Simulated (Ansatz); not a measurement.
# C2H7BFNO: the cost of one run

Computed with the Python package of Ansatz 0.2.0. Level of theory: LC-ωPBE/6-31G*.

## Step 1: Starting point

Bond lengths: N1–B2 1.565 Å, B2–O3 1.462 Å, O3–C4 1.372 Å, C4–C5 1.469 Å, C5–F6 1.410 Å, N1–H7 1.011 Å, N1–H8 1.071 Å, B2–H9 1.206 Å, C4–H10 1.184 Å, C4–H11 1.107 Å, C5–H12 1.085 Å, C5–H13 1.053 Å. Angles (14 of 19 angles, heavy atoms first): N1–B2–O3 120.0°, B2–O3–C4 113.6°, O3–C4–C5 114.6°, C4–C5–F6 110.0°, N1–B2–H9 121.5°, O3–B2–H9 118.2°, B2–N1–H7 107.0°, B2–N1–H8 102.9°, O3–C4–H10 106.5°, O3–C4–H11 111.2°, C5–C4–H10 108.1°, C5–C4–H11 110.9°, C4–C5–H12 112.9°, C4–C5–H13 109.2°.

The script holds or builds the structure itself.

## Step 2: The code

The input, energy.py:

```python
"""Electronic structure of the C2H7BFNO molecule."""

import json

import ansatz as az
import numpy as np
import pandas as pd

geometry_ang = [
    ("N", [-0.273, -2.6152, 0.4615]),
    ("B", [-0.6091, -1.2035, 1.0477]),
    ("O", [0.2564, -0.063, 0.7506]),
    ("C", [-0.1479, 0.663, -0.3405]),
    ("C", [0.6924, 1.8285, -0.6464]),
    ("F", [0.7284, 2.7009, 0.4612]),
    ("H", [0.6792, -2.8268, 0.7289]),
    ("H", [-0.2905, -2.4452, -0.5957]),
    ("H", [-1.508, -1.0464, 1.8356]),
    ("H", [-1.2405, 1.0514, -0.0991]),
    ("H", [-0.2644, 0.0151, -1.2309]),
    ("H", [0.328, 2.4026, -1.4924]),
    ("H", [1.6692, 1.5037, -0.8659]),
]
c2h7bfno = az.Crystal.molecule()
for symbol, xyz in geometry_ang:
    c2h7bfno = c2h7bfno.atom(symbol, xyz)

setup = (
    c2h7bfno.calculation()
    .basis(gaussian="6-31G*")
    .functional("LC-wPBE")
    .forces()
)
out = setup.run(threads=1, pin="off")
rep = out.report

print("reference energy %16.6f eV" % rep["reference_energy_ev"])
print("total energy     %16.6f eV" % rep["free_energy_ev"])
print("occupied orbitals outside the frozen core (up, down):", rep["n_occupied"], " frozen:", rep["n_frozen"], " virtual:", rep["n_virtual"])

symbols = [site.symbol for site in c2h7bfno.cartesian_sites]
print("forces (eV/A)")
for symbol, f in zip(symbols, rep["forces_ev_ang"]):
    print(f"  {symbol:2s} {f[0]:9.4f} {f[1]:9.4f} {f[2]:9.4f}")

charges = rep["charge_distribution"]
table = pd.DataFrame({"atom": symbols, "mulliken": charges["mulliken_charges_e"], "lowdin": charges["lowdin_charges_e"]})
print(table.round(3).to_string())
print("dipole (e A):", np.round(charges["dipole_moment_e_ang"], 4) + 0.0)
with open("c2h7bfno.json", "w") as handle:
    json.dump({k: rep[k] for k in ("free_energy_ev", "reference_energy_ev", "n_occupied", "n_virtual")}, handle, indent=1)
```

## Step 3: The run

The run is started by

```
> python energy.py
```

**Question.** How long does this script take on 1 thread of AMD EPYC 7B13 (Zen 3), shared host, and how much memory does it need?

About 4.6 s, with a peak of 0.29 GiB.
